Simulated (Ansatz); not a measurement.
# Ta3N4: one candidate of a structure search

Where does this trial cell of Ta3N4 go when cell and atoms are let free, and does the end survive a random kick?

Program: Ansatz 0.2.0. Level of theory: DFT PBE, scalar-relativistic, plane waves, PAW. These are calculated values, not measurements.

## Step 1: The starting structure

Symmetry: P-43m, No. 215, cubic system. Conventional cell: a = 4.611 Å, b = 4.611 Å, c = 4.611 Å, α = 90.00°, β = 90.00°, γ = 90.00°. Ta (site symmetry -42m) has 4 N at 2.08 Å as nearest neighbours. N (site symmetry 3m) has 3 Ta at 2.08 Å as nearest neighbours.

Structure file:

```cif
data_structure
_symmetry_space_group_name_H-M 'P 1'
_symmetry_Int_Tables_number 1
_cell_length_a 4.6114
_cell_length_b 4.6114
_cell_length_c 4.6114
_cell_angle_alpha 90.000
_cell_angle_beta 90.000
_cell_angle_gamma 90.000
_cell_volume 98.06
loop_
_atom_site_label
_atom_site_type_symbol
_atom_site_fract_x
_atom_site_fract_y
_atom_site_fract_z
_atom_site_occupancy
Ta1 Ta 0.00000 0.00000 0.50000 1
Ta2 Ta 0.50000 0.00000 0.00000 1
Ta3 Ta 0.00000 0.50000 0.00000 1
N1 N 0.72378 0.27622 0.27622 1
N2 N 0.27622 0.72378 0.27622 1
N3 N 0.27622 0.27622 0.72378 1
N4 N 0.72378 0.72378 0.72378 1
```

The cell is invented: species swapped into a database cell of Si3As4 (P-43m, No. 215), with Ta on the Si sites and N on the As sites. Its size is a rough estimate.

## Step 2: A first look at the guess

The input, input.yaml:

```yaml
crystal:
  lattice:
    - [4.61143606, 0.0, 0.0]
    - [0.0, 4.61143606, 0.0]
    - [0.0, 0.0, 4.61143606]
  atoms:
    - { symbol: Ta, position: [0.0, 0.0, 0.5] }
    - { symbol: Ta, position: [0.5, 0.0, 0.0] }
    - { symbol: Ta, position: [0.0, 0.5, 0.0] }
    - { symbol: "N", position: [0.72377767, 0.27622233, 0.27622233] }
    - { symbol: "N", position: [0.27622233, 0.72377767, 0.27622233] }
    - { symbol: "N", position: [0.27622233, 0.27622233, 0.72377767] }
    - { symbol: "N", position: [0.72377767, 0.72377767, 0.72377767] }
basis:
  ecutwfc: 420
kpoints:
  mp_grid: { grid: [4, 4, 4] }
hamiltonian:
  xc: pbe
scf:
  occupations: { method: gaussian, width: 0.1 }
  lower_state_search: "off"
output:
  forces: true
  stress: true
  eigenvalues: true
```

Started as:

```sh
ansatz run input.yaml --threads 1 --pin off --max-ram 2048MiB --backend cpu --events-out ev --progress --plain --runs-dir out
```

Further runs follow: spin check on a coarse mesh; a loose first relaxation; relaxation on the finer mesh; reference for the kick test; kicked and relaxed without symmetry.

What does the calculation give? Wanted: conventional cell; volume; energy over the elements; gap on the mesh.

As calculated:

| quantity | value |
| --- | --- |
| symmetry at the end (tolerance 0.05 Å) | space group P-43m (No. 215) |
| conventional cell | a = 4.687 Å, b = 4.687 Å, c = 4.687 Å, α = 90.00°, β = 90.00°, γ = 90.00° |
| volume | 14.71 Å³/atom |
| energy over the elements (uncorrected; H, N, O, F and Cl as molecules) | -0.62 eV/atom |
| gap on the mesh | none (metal) |

What this shows: The space group P-43m (No. 215) is kept, and the volume per atom grows by 5.0 % from the first guess. It lies below the elements, which doesn't yet make it stable: competing phases were not computed in this session. The kicked cell came back to the same energy, so the end is stable against the distortions that fit this cell and this draw; modes that don't fit the cell aren't tested. The runs treat Ta without spin-orbit coupling. Some metallic runs here have no spin polarisation while others do, so their energies compare only roughly. Other magnetic orders were not searched.
